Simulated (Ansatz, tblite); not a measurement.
**Si13H20 off sphere (Si₁₃H₂₀): one state, many levels**

One table from this session's results is given with a row withheld; the runs are named, their logs left out.

The runs use Ansatz 0.2.0, Gaussian basis; as each input shows.

Plan: GFN1-xTB, GFN2-xTB, PBE-D4/def2-TZVP, r2SCAN-D4/def2-TZVP, r2SCAN0-D4/def2-TZVP, HF/def2-TZVP, B3LYP-D4/def2-TZVP, PBE-D4/def2-SVP, PBE0-D4/def2-SVP, HF/STO-3G, HF/6-31G, B3LYP-D4/6-31G, CCSD(T)/def2-SVP, MP2/def2-TZVP, RPA/def2-TZVP.

### The geometry

The geometry is that of the singlet, from an earlier relaxation (PBE-D4/def2-SVP).

33 atoms, charge 0, spin multiplicity 1.

Bond lengths: Si1–Si9 2.356 Å, Si1–Si10 2.356 Å, Si1–H14 1.509 Å, Si1–H15 1.509 Å, Si2–Si8 2.357 Å, Si2–Si11 2.357 Å, Si2–H16 1.510 Å, Si2–H17 1.506 Å, Si3–Si9 2.354 Å, Si3–Si12 2.354 Å, Si3–H18 1.510 Å, Si3–H19 1.507 Å, Si4–Si8 2.353 Å, Si4–Si9 2.353 Å, Si4–Si13 2.352 Å, Si4–H20 1.513 Å, Si5–Si10 2.354 Å, Si5–Si13 2.351 Å and more. Angles: Si9–Si1–Si10 109.8°, Si9–Si1–H14 109.8°, Si9–Si1–H15 109.8°, Si10–Si1–H14 109.6°, Si10–Si1–H15 109.6°, H14–Si1–H15 108.3°, Si8–Si2–Si11 111.3°, Si8–Si2–H16 108.9°, Si8–Si2–H17 109.8°, Si11–Si2–H16 109.0°, Si11–Si2–H17 109.8°, H16–Si2–H17 107.8°, Si9–Si3–Si12 109.1°, Si9–Si3–H18 108.4°, Si9–Si3–H19 111.4°, Si12–Si3–H18 108.4°, Si12–Si3–H19 111.4°, H18–Si3–H19 108.0° and more.

PBE0-D4/def2-TZVP was run before; its log isn't repeated, and its numbers join the tables.

The first run:

Tight binding, by tblite at 300 K electronic temperature and without a spin-polarisation term:

```python
tblite.interface.Calculator('GFN1-xTB', numbers, positions, charge=0, uhf=0).singlepoint()
```

Tight binding, by tblite at 300 K electronic temperature and without a spin-polarisation term:

```python
tblite.interface.Calculator('GFN2-xTB', numbers, positions, charge=0, uhf=0).singlepoint()
```

start.molden holds the orbitals of an earlier run on this state, given as this run's starting guess.

The input, in.yaml:

```yaml
crystal:
  periodic: [false, false, false]
  atoms:
    - {symbol: Si, position_ang: [0.657529, -3.383954, 0.520428]}
    - {symbol: Si, position_ang: [-2.248487, 2.249100, -2.156156]}
    - {symbol: Si, position_ang: [0.815054, -0.814747, -2.266517]}
    - {symbol: Si, position_ang: [-2.026165, -0.677729, 0.419628]}
    - {symbol: Si, position_ang: [0.633181, -0.634016, 3.205140]}
    - {symbol: Si, position_ang: [0.676838, 2.026070, 0.420574]}
    - {symbol: Si, position_ang: [3.383878, -0.655977, 0.520817]}
    - {symbol: Si, position_ang: [-3.450772, 0.697999, -0.850914]}
    - {symbol: Si, position_ang: [-0.657796, -2.052942, -0.911175]}
    - {symbol: Si, position_ang: [2.006857, -2.006338, 1.873766]}
    - {symbol: Si, position_ang: [-0.699220, 3.451258, -0.848746]}
    - {symbol: Si, position_ang: [2.052309, 0.658621, -0.910835]}
    - {symbol: Si, position_ang: [-0.694513, 0.693550, 1.790452]}
    - {symbol: H, position_ang: [1.532731, -4.301933, -0.297449]}
    - {symbol: H, position_ang: [-0.234237, -4.232298, 1.393473]}
    - {symbol: H, position_ang: [-3.220271, 3.220674, -2.782144]}
    - {symbol: H, position_ang: [-1.530693, 1.532820, -3.269537]}
    - {symbol: H, position_ang: [1.775152, -1.774079, -2.929246]}
    - {symbol: H, position_ang: [0.074574, -0.074575, -3.349807]}
    - {symbol: H, position_ang: [-2.866443, -1.576861, 1.299038]}
    - {symbol: H, position_ang: [-0.244914, -1.487062, 4.086941]}
    - {symbol: H, position_ang: [1.485279, 0.244315, 4.087625]}
    - {symbol: H, position_ang: [1.575858, 2.865851, 1.300577]}
    - {symbol: H, position_ang: [4.302575, -1.530601, -0.296869]}
    - {symbol: H, position_ang: [4.231480, 0.236209, 1.394161]}
    - {symbol: H, position_ang: [-4.343880, -0.137862, -1.735545]}
    - {symbol: H, position_ang: [-4.327282, 1.474723, 0.102225]}
    - {symbol: H, position_ang: [-1.529306, -2.937766, -1.773271]}
    - {symbol: H, position_ang: [2.872513, -2.871491, 2.762064]}
    - {symbol: H, position_ang: [0.136278, 4.346262, -1.731869]}
    - {symbol: H, position_ang: [-1.477198, 4.325854, 0.105162]}
    - {symbol: H, position_ang: [2.936696, 1.530740, -1.772787]}
    - {symbol: H, position_ang: [-1.597625, 1.596164, 2.600807]}
basis:
  gaussian: {orbitals: def2-TZVP, fitting: {mean_field: def2-universal-jkfit}, initial_orbitals: start.molden}
hamiltonian: {xc: pbe, dispersion: d4}
scf: {omitted_lower_state_checks: [starts]}
output: {forces: true, orbitals: {seedname: orbitals}}
```

The run is started by

```
ansatz run in.yaml --threads 2 --pin off --events-out ev --progress --plain --max-ram 32768MiB --backend cuda --devices 0, --max-vram 18GiB
```

Steps of the session up to this table: PBE-D4/def2-TZVP; r2SCAN-D4/def2-TZVP; r2SCAN0-D4/def2-TZVP; HF/def2-TZVP; B3LYP-D4/def2-TZVP; PBE-D4/def2-SVP; PBE0-D4/def2-SVP; HF/STO-3G; HF/6-31G; B3LYP-D4/6-31G; CCSD(T)/def2-SVP; MP2/def2-TZVP; RPA/def2-TZVP.

One table of the session follows, with a row left open; its other results are not shown here.

It belongs to the step «Binding energy». 

```
              method  binding an atom (eV)
           HF/STO-3G                 3.620
            HF/6-31G                 2.003
         HF/def2-SVP                 2.370
        HF/def2-TZVP                     ?
     PBE-D4/def2-SVP                 3.200
    PBE-D4/def2-TZVP                 3.200
 r2SCAN-D4/def2-TZVP                 3.222
      B3LYP-D4/6-31G                 2.937
  B3LYP-D4/def2-TZVP                 3.191
    PBE0-D4/def2-SVP                 3.198
   PBE0-D4/def2-TZVP                 3.203
r2SCAN0-D4/def2-TZVP                 3.204
        MP2/def2-SVP                 2.950
       MP2/def2-TZVP                 3.041
       CCSD/def2-SVP                 2.927
    CCSD(T)/def2-SVP                 2.967
```

Q: Estimate the row for HF/def2-TZVP from the others.

The run gave: binding an atom (eV): 2.388. In the column «binding an atom (eV)» it lies between HF/def2-SVP (2.370) and CCSD/def2-SVP (2.927).

Limits of these values: Free atoms were run apart at each level; binding is atoms less cluster, divided by the number of atoms, without zero-point or spin-orbit terms.
